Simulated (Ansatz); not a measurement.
# CdTe (zinc blende): the cost of one run

Program: Ansatz 0.2.0. Level of theory: DFT PBE+D3(BJ), scalar-relativistic, plane waves, PAW. These are calculated values, not measurements.

## Step 1: The system as given

It takes space group F-43m (No. 216, cubic). Conventional cell: a = 6.648 Å, b = 6.648 Å, c = 6.648 Å, α = 90.00°, β = 90.00°, γ = 90.00°. Around Cd (site symmetry -43m) lie 4 Te at 2.88 Å. Te (site symmetry -43m) has 4 Cd at 2.88 Å as nearest neighbours.

Coordinates:

```xyz
2
Lattice="0.0000 3.3242 3.3242 3.3242 0.0000 3.3242 3.3242 3.3242 0.0000" Properties=species:S:1:pos:R:3 pbc="T T T"
Cd    0.0000    0.0000    0.0000
Te    1.6621    1.6621    1.6621
```

## Step 2: Volume × 1.08

Input file input.yaml:

```yaml
crystal:
  lattice:
    - [0.0, 3.3241932403, 3.3241932403]
    - [3.3241932403, 0.0, 3.3241932403]
    - [3.3241932403, 3.3241932403, 0.0]
  atoms:
    - { symbol: Cd, position: [0.0, 0.0, 0.0] }
    - { symbol: Te, position: [0.25, 0.25, 0.25] }
scf:
  occupations: { method: gaussian, width: 0.02 }
output:
  forces: true
  stress: true
  eigenvalues: true
  write_density: true
  write_potential: true
  elf: true
  volumetric_format: npy
hamiltonian:
  xc: pbe
  dispersion: d3bj
basis:
  ecutwfc: 450
kpoints:
  mp_grid: { grid: [10, 10, 10] }
```

Command:

```sh
$ ansatz run input.yaml --threads 1 --pin off --max-ram 2867MiB --backend cpu --events-out ev --progress --plain --runs-dir out
```

Q: Estimate wall time and peak memory on 1 thread of Intel Xeon at 2.30GHz, shared host.

About 7.8 s, with a peak of 0.47 GiB.
